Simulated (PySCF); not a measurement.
# C2H8ClGaS: the cost of one run

Computed with PySCF 2.14.0, with density-fitted response routines of our own, on a single molecule in the gas phase. Atoms are numbered from 0 throughout.

### 1 The starting structure

13 atoms, charge 0, multiplicity 1; geometry from: GFN2-xTB. The atoms were then displaced at random by about 0.01 Å, so the start is not that level's minimum.

Bonds of the start (Å): C0–S1 1.81, S1–C2 1.82, S1–Ga3 2.58, Ga3–Cl4 2.10, C0–H5 1.11, C0–H6 1.10, C0–H7 1.06, C2–H8 1.07, C2–H9 1.11, C2–H10 1.08, Ga3–H11 1.55, Ga3–H12 1.53.

### 2 Relaxing the molecule at PBE0-D3(BJ)/def2-SVP

What the job is given:

```
{"job": {"xc": "PBE0", "basis": "def2-SVP", "d3": "d3bj", "grid": 1, "shake": 0.01, "kind": "geom"}, "charge": 0, "multiplicity": 1}
C     -0.998850    -1.287970    -0.457850
S     -0.454360    -0.286980     0.953150
C     -0.933000     1.380300     0.391280
Ga     2.027570    -0.192940     0.264880
Cl     1.919490     0.546780    -1.701000
H     -2.105300    -1.188680    -0.524850
H     -0.543560    -0.903040    -1.378010
H     -0.706740    -2.285920    -0.277950
H     -1.998060     1.461970     0.402020
H     -0.507530     2.079840     1.135610
H     -0.499390     1.575180    -0.575940
H      2.317770    -1.709980     0.412480
H      2.487780     0.794560     1.345840
```

Started as:

```bash
OMP_NUM_THREADS=1 python probes_run.py task.json out
```

One launch serves the whole session: the jobs run in the order shown.

**Question.** How long does this first job take on 1 thread of Arm Neoverse V1, shared host, and how much memory does it need?

About 1.7 min, with a peak of 0.54 GiB.
